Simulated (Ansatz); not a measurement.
I need a supercell folding check of LiCd, space group Fd-3m. Use Ansatz's Python interface. Level of theory (first run): PBEsol, PAW, cutoff 510 eV, 4×4×4 k-points, cold smearing of 0.1 eV.

`POSCAR`
```text
LiCd
1.0
   0.00000000    3.33242039    3.33242039
   3.33242039    0.00000000    3.33242039
   3.33242039    3.33242039    0.00000000
Li Cd
2 2
Direct
   0.25000000    0.25000000    0.25000000
   0.00000000    0.00000000    0.00000000
   0.75000000    0.75000000    0.75000000
   0.50000000    0.50000000    0.50000000
```

`licd_fold.py`
```python
# -*- coding: utf-8 -*-
"""Band folding check for LiCd."""

import ansatz as az
from ase.io import read
from tabulate import tabulate

XC = "pbesol"
CUTOFF = 510
SMEARING = "Marzari-Vanderbilt"
SMEARING_WIDTH = 0.1
MAX_SCF = 90


def main():
    atoms = read("POSCAR", format="vasp")
    licd = az.Crystal.from_ase(atoms)

    # the mesh shrinks as the cell grows, so that all cells sample the same points
    mesh = (4, 4, 4)
    rows = []
    for repeats in [(1, 1, 1), (1, 2, 1), (2, 2, 1)]:
        base = licd.supercell(*repeats).calculation()
        base = base.functional(XC)
        base = base.basis(CUTOFF)
        base = base.occupations(SMEARING, width=SMEARING_WIDTH)
        base = base.scf(max_iterations=MAX_SCF)
        base = base.kpoints(*(k // n for k, n in zip(mesh, repeats)))
        report = base.run().report
        n = len(report["lattice"]["sites"])
        rows.append((repeats, n, report["free_energy_ev"] / n, report["fermi_energy_ev"], report["n_kpoints"], report["n_symmetry_ops"]))
    print(tabulate(rows, headers=["repeats", "atoms", "F/atom eV", "Fermi level eV", "k-points", "symmetry operations"], floatfmt=".4f", tablefmt="simple"))


if __name__ == "__main__":
    main()
```

`python licd_fold.py` gives:
```text
repeats      atoms    F/atom eV    Fermi level eV    k-points    symmetry operations
---------  -------  -----------  ----------------  ----------  ---------------------
(1, 1, 1)        4   -4193.7973            9.0053           8                     48
(1, 2, 1)        8   -4193.7973            9.0054           8                     24
(2, 2, 1)       16   -4193.7973            9.0054           8                     32
```

Reading the output:
- Absolute energies stand on the zero of these potentials, so only differences at equal settings mean something.
- The mesh is modest for a metal, so energies can be off by several to tens of meV an atom and pressures by half a GPa or more; differences at equal mesh fare better.
- This cell is a computed structure, which may not be the phase found in nature.
- The count of operations in a supercell holds its pure translations too, and an uneven repeat can lower the point group.
- Finished in 20 s on 1 thread of Arm Neoverse V1, with other jobs on the host, peak memory 0.8 GiB.

(A comment or docstring line of the script was reworded after the run, the code is as it ran; lines on the test bed's own set-up are left out of the output.)
